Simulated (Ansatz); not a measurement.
# C₃H₁₁NSn: small, medium and large basis sets

How large a basis does C₃H₁₁NSn need? Two functionals are run in growing sets.

Method: one geometry, several basis sets; program: Ansatz 0.2.0, Gaussian basis.

Levels to be run: PBE0-D4/def2-SVP; ωB97M-V/def2-SVP; PBE0-D4/def2-QZVPP; ωB97M-V/def2-QZVPP; the functionals' def2-TZVPP values are taken from earlier runs.

## (1) The relaxed structure

An earlier PBE0-D4 in a triple-zeta def2 set relaxation fixed the geometry. Sn takes the def2 core potential; no spin-orbit term is included.

SMILES `[CH3][Sn]([CH3])([CH3])[NH2]`, 16 atoms, charge 0, spin multiplicity 1.

Atoms are counted from 1 here; the program's logs count them from 0.

Bond lengths: C1–Sn2 2.151 Å, C1–H6 1.091 Å, C1–H7 1.092 Å, C1–H8 1.091 Å, Sn2–C3 2.139 Å, Sn2–C4 2.139 Å, Sn2–N5 2.042 Å, C3–H9 1.090 Å, C3–H10 1.091 Å, C3–H11 1.091 Å, C4–H12 1.090 Å, C4–H13 1.091 Å, C4–H14 1.091 Å, N5–H15 1.012 Å, N5–H16 1.012 Å. Angles: Sn2–C1–H6 110.2°, Sn2–C1–H7 110.4°, Sn2–C1–H8 110.2°, H6–C1–H7 108.6°, H6–C1–H8 108.7°, H7–C1–H8 108.6°, C1–Sn2–C3 110.8°, C1–Sn2–C4 110.7°, C1–Sn2–N5 112.6°, C3–Sn2–C4 112.6°, C3–Sn2–N5 104.9°, C4–Sn2–N5 105.0°, Sn2–C3–H9 109.6°, Sn2–C3–H10 110.6°, Sn2–C3–H11 110.4°, H9–C3–H10 109.0°, H9–C3–H11 108.7°, H10–C3–H11 108.5° and more.

## (2) PBE0-D4 in def2-SVP

File in.yaml:

```yaml
crystal:
  periodic: [false, false, false]
  atoms:
    - {symbol: C, position_ang: [-1.005483, 0.501347, -1.759525]}
    - {symbol: Sn, position_ang: [-0.038226, 0.033464, 0.103357]}
    - {symbol: C, position_ang: [1.932920, 0.860717, 0.162588]}
    - {symbol: C, position_ang: [-0.057053, -2.075340, 0.458017]}
    - {symbol: N, position_ang: [-0.999302, 0.846921, 1.710865]}
    - {symbol: H, position_ang: [-1.040687, 1.582126, -1.904304]}
    - {symbol: H, position_ang: [-0.461434, 0.055047, -2.594034]}
    - {symbol: H, position_ang: [-2.025668, 0.114688, -1.761679]}
    - {symbol: H, position_ang: [2.389165, 0.650248, 1.130361]}
    - {symbol: H, position_ang: [2.554178, 0.429164, -0.623482]}
    - {symbol: H, position_ang: [1.895365, 1.941759, 0.020258]}
    - {symbol: H, position_ang: [0.412870, -2.289390, 1.418425]}
    - {symbol: H, position_ang: [0.486470, -2.601818, -0.327797]}
    - {symbol: H, position_ang: [-1.082527, -2.447244, 0.479022]}
    - {symbol: H, position_ang: [-1.034958, 1.858472, 1.699724]}
    - {symbol: H, position_ang: [-1.948531, 0.517139, 1.832604]}
basis:
  gaussian: {orbitals: def2-SVP}
hamiltonian: {xc: pbe0, dispersion: d4}
output: {orbitals: {seedname: orbitals}}
```

The run is started by

```bash
ansatz run in.yaml --threads 4 --pin off --events-out ev --progress --plain --max-ram 11315MiB
```

The runs that follow: ωB97M-V in def2-SVP; PBE0-D4 in def2-QZVPP; ωB97M-V in def2-QZVPP.

**Question.** What will the summary of the whole plan be? Wanted: PBE0-D4: double and triple zeta above quadruple; ωB97M-V: double and triple zeta above quadruple.

The runs gave:

| quantity | value |
| --- | --- |
| PBE0-D4: double and triple zeta above quadruple | 6.33, 0.36 eV |
| ωB97M-V: double and triple zeta above quadruple | 6.68, 0.35 eV |

What this shows: PBE0-D4 gains 5.98 eV from double to triple zeta, then 0.36 eV more. These are total energies; as a rule much of such shifts cancels in differences, which this series doesn't test. The LUMO of ωB97M-V is positive and keeps falling with the basis (2.62 to 1.21 eV): an unbound level that the basis holds in place.
